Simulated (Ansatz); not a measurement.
C2H5BO2, SMILES COBC=O, a geometry optimisation

With Ansatz's Python interface.

Input file `c2h5bo2.xyz`:
```text
10

C    -0.86160    0.18450    1.24090
O    -0.39110    1.03560    0.20150
B     0.76520    0.37290   -0.37740
C     0.73970   -0.55020   -1.61580
O    -0.42430   -0.76720   -2.13580
H    -1.25110   -0.74280    0.83990
H    -0.15210    0.09840    2.06400
H    -1.76120    0.75400    1.64870
H     1.86890    0.59410    0.14320
H     1.55080   -1.03050   -2.00630
```

Interactive session:
```pycon
>>> import itertools
>>> import ansatz as az
>>> from ase.data import atomic_numbers, covalent_radii
>>> import numpy as np
>>> import pandas as pd
>>> config = {
...     "basis": "def2-SVP",
...     "functional": "b3lyp",
... }
>>> molecule = az.Crystal.molecule_from_extxyz("c2h5bo2.xyz")
>>> calculation = (
...     molecule.calculation()
...     .basis(gaussian=config["basis"])
...     .functional(config["functional"])
... )
>>> symbols = [site.symbol for site in molecule.cartesian_sites]
>>> start = np.array([site.position_ang for site in molecule.cartesian_sites], dtype=float)
>>> def progress(event):
...     if event["event"] == "relax_step":
...         row = event["data"]
...         print(f"step {row['step']:3d}  E = {row['lagrangian_ev']:.6f} eV  largest force component {row['allowed_force_max_ev_ang']:.4f} eV/A")
...
>>> r = calculation.relax(force_tolerance=0.02).session().plan().execute(on_event=progress).report
step   1  E = -6919.353542 eV  largest force component 7.7674 eV/A
step   2  E = -6919.969569 eV  largest force component 2.4178 eV/A
step   3  E = -6920.033916 eV  largest force component 2.3120 eV/A
step   4  E = -6920.276202 eV  largest force component 0.5328 eV/A
step   5  E = -6920.473545 eV  largest force component 0.3878 eV/A
step   6  E = -6920.626387 eV  largest force component 0.7177 eV/A
step   7  E = -6920.739200 eV  largest force component 1.1055 eV/A
step   8  E = -6920.845877 eV  largest force component 0.4817 eV/A
step   9  E = -6920.878736 eV  largest force component 0.2022 eV/A
step  10  E = -6920.880652 eV  largest force component 0.2330 eV/A
[... 41 cycles left out ...]
step  52  E = -6920.950867 eV  largest force component 0.0462 eV/A
step  53  E = -6920.951780 eV  largest force component 0.3095 eV/A
step  54  E = -6920.954292 eV  largest force component 0.0323 eV/A
step  55  E = -6920.954090 eV  largest force component 0.0693 eV/A
step  56  E = -6920.954426 eV  largest force component 0.0071 eV/A
step  57  E = -6920.954224 eV  largest force component 0.0981 eV/A
step  58  E = -6920.954590 eV  largest force component 0.0553 eV/A
step  59  E = -6920.954855 eV  largest force component 0.0847 eV/A
step  60  E = -6920.954937 eV  largest force component 0.0335 eV/A
step  61  E = -6920.954995 eV  largest force component 0.0031 eV/A
>>> end = np.array(r["positions_ang"])
>>> print("reference energy %16.6f eV" % r["reference_energy_ev"])
reference energy     -6920.955220 eV
>>> print("total energy     %16.6f eV" % r["free_energy_ev"])
total energy         -6920.955220 eV
>>> print("occupied orbitals outside the frozen core (up, down):", r["n_occupied"], " frozen:", r["n_frozen"], " virtual:", r["n_virtual"])
occupied orbitals outside the frozen core (up, down): [19, 19]  frozen: 0  virtual: [76, 76]
>>> # pairs closer than 1.2 times the sum of covalent radii, before or after
>>> radius = [covalent_radii[atomic_numbers[s]] for s in symbols]
>>> span = lambda where, i, j: np.linalg.norm(where[i] - where[j])
>>> bonded = [(i, j) for i, j in itertools.combinations(range(len(symbols)), 2) if min(span(start, i, j), span(end, i, j)) < 1.2 * (radius[i] + radius[j])]
>>> print("pair        before    after (A)")
pair        before    after (A)
>>> for i, j in bonded:
...     print(f"{symbols[i]}{i}-{symbols[j]}{j}".ljust(10), f"{span(start, i, j):8.4f} {span(end, i, j):8.4f}")
...
C0-O1        1.4234   1.4185
C0-H5        1.0828   1.1009
C0-H6        1.0901   1.1021
C0-H7        1.1401   1.1009
O1-B2        1.4530   1.3391
B2-C3        1.5448   1.6039
B2-H8        1.2402   1.2102
C3-O4        1.2932   1.2148
C3-H9        1.0203   1.1290
>>> charges = r["charge_distribution"]
>>> table = pd.DataFrame({"atom": symbols, "mulliken": charges["mulliken_charges_e"], "lowdin": charges["lowdin_charges_e"]})
>>> table.round(3)
  atom  mulliken  lowdin
0    C     0.182   0.122
1    O    -0.186   0.278
2    B     0.017  -0.385
3    C     0.176  -0.023
4    O    -0.215   0.080
5    H     0.038  -0.009
6    H     0.028  -0.001
7    H     0.038  -0.009
8    H    -0.073  -0.034
9    H    -0.006  -0.019
>>> print("dipole (e A):", np.round(charges["dipole_moment_e_ang"], 4) + 0.0)
dipole (e A): [-0.4727  0.2723  0.62  ]
```

Caveats:
- Total energies depend on the basis set; only differences at equal settings carry meaning.
- The end point is the stationary point reached from this start; no frequency run checks that it is a minimum, and the basis set is modest.
- The Löwdin charges here are taken after orthogonalising the functions within each atom; they differ from plain Löwdin charges, and their signs can be unphysical.
- b3lyp holds the VWN-RPA fit, as in Gaussian; the form of ORCA and Turbomole is b3lyp5.
- The whole script took 4 min on 1 thread of Arm Neoverse V1, on a shared host, peak memory 0.3 GiB.
